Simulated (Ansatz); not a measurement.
**CH₃NOSi: basis-set convergence**

One table from this session's results is given with a row withheld; the runs are named, their logs left out.

Method: one geometry, several basis sets; program: Ansatz 0.2.0, Gaussian basis.

The runs, in order: PBE0-D4/def2-SVP; ωB97M-V/def2-SVP; PBE0-D4/def2-QZVPP; ωB97M-V/def2-QZVPP; the functionals' def2-TZVPP values are taken from earlier runs.

## The geometry

The geometry comes from an earlier relaxation with PBE0-D4 in a triple-zeta def2 set; it is a stationary point, not always the lowest conformer.

SMILES `N#CO[SiH3]`, 7 atoms, charge 0, spin multiplicity 1.

Atoms are counted from 1 here; the program's logs count them from 0.

Bond lengths: N1–C2 1.155 Å, C2–O3 1.278 Å, O3–Si4 1.697 Å, Si4–H5 1.474 Å, Si4–H6 1.479 Å, Si4–H7 1.479 Å. Angles: N1–C2–O3 178.6°, C2–O3–Si4 124.2°, O3–Si4–H5 103.3°, O3–Si4–H6 108.3°, O3–Si4–H7 108.3°, H5–Si4–H6 112.6°, H5–Si4–H7 112.5°, H6–Si4–H7 111.4°.

Set-up of the first run:

Input file in.yaml:

```yaml
crystal:
  periodic: [false, false, false]
  atoms:
    - {symbol: N, position_ang: [1.955804, -1.202325, 1.496337]}
    - {symbol: C, position_ang: [1.055970, -1.072294, 0.784647]}
    - {symbol: O, position_ang: [0.058330, -0.960290, -0.005405]}
    - {symbol: Si, position_ang: [-0.617592, 0.521402, -0.484071]}
    - {symbol: H, position_ang: [-1.727112, 0.118871, -1.367847]}
    - {symbol: H, position_ang: [-1.085230, 1.230025, 0.726414]}
    - {symbol: H, position_ang: [0.420929, 1.296712, -1.195776]}
basis:
  gaussian: {orbitals: def2-SVP}
hamiltonian: {xc: pbe0, dispersion: d4}
output: {orbitals: {seedname: orbitals}}
```

The run is started by

```console
$ ansatz run in.yaml --threads 2 --pin off --events-out ev --progress --plain --max-ram 4352MiB
```

Among the steps run: PBE0-D4 in def2-SVP; ωB97M-V in def2-SVP; PBE0-D4 in def2-QZVPP; ωB97M-V in def2-QZVPP.

One of the session's tables, all rows but one given; the rest of the session is left out.

It belongs to the step «Functionals by basis». 

```
functional       basis  HOMO (eV)
   PBE0-D4    def2-SVP          ?
   PBE0-D4  def2-TZVPP      -8.78
   PBE0-D4  def2-QZVPP      -8.81
   ωB97M-V    def2-SVP     -10.95
   ωB97M-V  def2-TZVPP     -11.10
   ωB97M-V  def2-QZVPP     -11.13
```

**Question.** Estimate the row for PBE0-D4, def2-SVP.

**Answer.** HOMO (eV): -8.67. In the column «HOMO (eV)» it is the highest.
